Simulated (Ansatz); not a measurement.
# SnAs: the cost of one run

Computed with Ansatz 0.2.0 (DFT, LDA, PAW with Ansatz's default frozen-core files, scalar-relativistic, unless a step's input says otherwise).

### 1 Starting point

It takes space group Fm-3m (No. 225, cubic). The conventional cell has a = 5.754 Å, b = 5.754 Å, c = 5.754 Å, α = 90.00°, β = 90.00°, γ = 90.00°. Around Sn (site symmetry m-3m) lie 6 As at 2.88 Å. As (site symmetry m-3m) has 6 Sn at 2.88 Å as nearest neighbours.

As a file:

```
CELL_PARAMETERS angstrom
0.00000 2.87687 2.87687
2.87687 0.00000 2.87687
2.87687 2.87687 0.00000
ATOMIC_POSITIONS crystal
Sn 0.50000 0.50000 0.50000
As 0.00000 0.00000 0.00000
```

Whether this phase is the stable one at these pressures isn't tested.

Atoms are numbered in the order of the input: Sn1, As2.

### 2 Volume scaled by 1, PAW

input.yaml

```yaml
crystal:
  lattice:
    - [0.0, 2.8768709376, 2.8768709376]
    - [2.8768709376, 0.0, 2.8768709376]
    - [2.8768709376, 2.8768709376, 0.0]
  atoms:
    - { symbol: Sn, position: [0.5, 0.5, 0.5] }
    - { symbol: As, position: [0.0, 0.0, 0.0] }
kpoints:
  mp_grid: { grid: [11, 11, 11] }
  band_path:
    path:
      - [0.0, 0.0, 0.0]
      - [0.5, 0.0, 0.5]
      - [0.625, 0.25, 0.625]
      - [0.375, 0.375, 0.75]
      - [0.0, 0.0, 0.0]
      - [0.5, 0.5, 0.5]
      - [0.5, 0.25, 0.75]
      - [0.5, 0.0, 0.5]
    npoints: 6
scf:
  occupations: { method: fermi_dirac, width: 0.05 }
hamiltonian:
  xc: lda
  pseudopotentials: { kind: paw }
output:
  forces: true
  stress: true
  eigenvalues: true
  populations: true
```

Run with:

```console
> ansatz run input.yaml --threads 1 --pin off --max-ram 2048MiB --backend cpu --events-out ev --progress --plain --runs-dir out
```

What time and memory should one allow on 1 thread of Intel Xeon Platinum 8488C (Sapphire Rapids), shared host?

About 3.1 s, with a peak of 0.4 GiB.
